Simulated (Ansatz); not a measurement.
**SnH₃Se+ (SMILES [SeH][SnH2+]): one structure at several levels**

One table from this session's results is given with a row withheld; the runs are named, their logs left out.

Method: single points in def2-TZVPP; program: Ansatz 0.2.0, Gaussian basis.

Cores are frozen in the correlated methods. Filled d shells of the heavier atoms are correlated. Core potentials replace the inner electrons past krypton, and spin-orbit coupling is left out.

### Where the work starts

5 atoms, charge 1, spin multiplicity 1.

Atoms are counted from 1 here; the program's logs count them from 0.

Bond lengths: Se1–Sn2 2.440 Å, Se1–H3 1.482 Å, Sn2–H4 1.833 Å, Sn2–H5 1.767 Å. Angles: Sn2–Se1–H3 93.6°, Se1–Sn2–H4 128.3°, Se1–Sn2–H5 129.3°, H4–Sn2–H5 102.2°.

Geometry (Å):

```
Se    1.1820   -1.3420    0.6697
Sn   -0.0775    0.4515   -0.4041
H     0.1099   -1.6356    1.6500
H    -1.1010    0.3696   -1.9229
H    -0.1227    2.1750   -0.0157
```

The first run:

The input, run/in.yaml:

```yaml
crystal:
  periodic: [false, false, false]
  atoms:
    - {symbol: Se, position_ang: [1.182000, -1.342000, 0.669700]}
    - {symbol: Sn, position_ang: [-0.077500, 0.451500, -0.404100]}
    - {symbol: H, position_ang: [0.109900, -1.635600, 1.650000]}
    - {symbol: H, position_ang: [-1.101000, 0.369600, -1.922900]}
    - {symbol: H, position_ang: [-0.122700, 2.175000, -0.015700]}
basis:
  gaussian: {orbitals: def2-TZVPP}
total_charge: 1
correlation: {method: ccsd_t}
output: {forces: true}
```

No record of the launch command was kept for these runs.

Among the steps run: CCSD(T)/def2-TZVPP; PBE0-D4/def2-TZVPP; wB97M-V/def2-TZVPP; r2SCAN-D4/def2-TZVPP; PBE-D4/def2-TZVPP; B97M-V/def2-TZVPP; LC-wPBE/def2-TZVPP.

One of the session's tables, all rows but one given; the rest of the session is left out.

| method | RMS force component (eV/Å) | angle to CCSD(T) forces (°) |
| --- | --- | --- |
| CCSD(T) | 0.813 | reference |
| PBE0-D4 | 0.761 | 3.4 |
| wB97M-V | 0.829 | 2.0 |
| r2SCAN-D4 | 0.746 | 3.8 |
| PBE-D4 | 0.719 | 15.1 |
| B97M-V | 0.730 | 5.4 |
| LC-wPBE | ? | ? |

Estimate the missing values for LC-wPBE.

**Answer.** RMS force component (eV/Å): 0.838; angle to CCSD(T) forces (°): 9.4. In the column «RMS force component (eV/Å)» it is the highest.
